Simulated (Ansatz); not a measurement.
## Sn3Te under changes of volume

One of the cells (28.798 Å³/atom); the others are scaled copies at fixed shape and fractional positions:

```
Te Sn
1.0
     4.86562    0.00000    0.00000
     0.00000    4.86562    0.00000
     0.00000    0.00000    4.86562
Te Sn
1 3
Direct
  0.00000 0.00000 0.00000
  0.00000 0.50000 0.50000
  0.50000 0.00000 0.50000
  0.50000 0.50000 0.00000
```

The cell comes from a database or a generator and needn't be the stable form of this composition.

```yaml
Program: Ansatz 0.2.0
Functional: LDA
Potentials_or_basis: all-electron LAPW, scalar-relativistic
Cutoff: 138 eV (chosen from the basis error)
Basis_error_allowed: 0.002 eV/atom
k_mesh: 6 × 6 × 6
Occupations: fermi-dirac, width 0.05 eV
Spin: no spin polarisation
```

```csv
volume (Å³/atom),energy over the lowest point (meV/atom),pressure (GPa)
27.070,0.00,-0.7
27.646,4.34,-1.7
28.222,?,?
28.798,23.12,-3.5
29.373,36.89,-4.2
29.949,53.16,-4.8
30.525,71.62,-5.4
```

Problem. What does the run at 28.222 Å³/atom give?

Solution. Energy over the lowest point 12.16 meV/atom; pressure -2.6 GPa.

Worked out: A Birch-Murnaghan fit of order 3 (a polynomial in V^(-2/3)) to the other rows has its minimum at 26.73 Å³/atom, just outside them, with B0 = V·E''(V) = 55 GPa and B' = 4.4. It gives 12.16 meV/atom at 28.222 Å³/atom, against the run's 12.16, and -dE/dV = -2.6 GPa, against -2.6.

Energies are extrapolated to zero smearing.
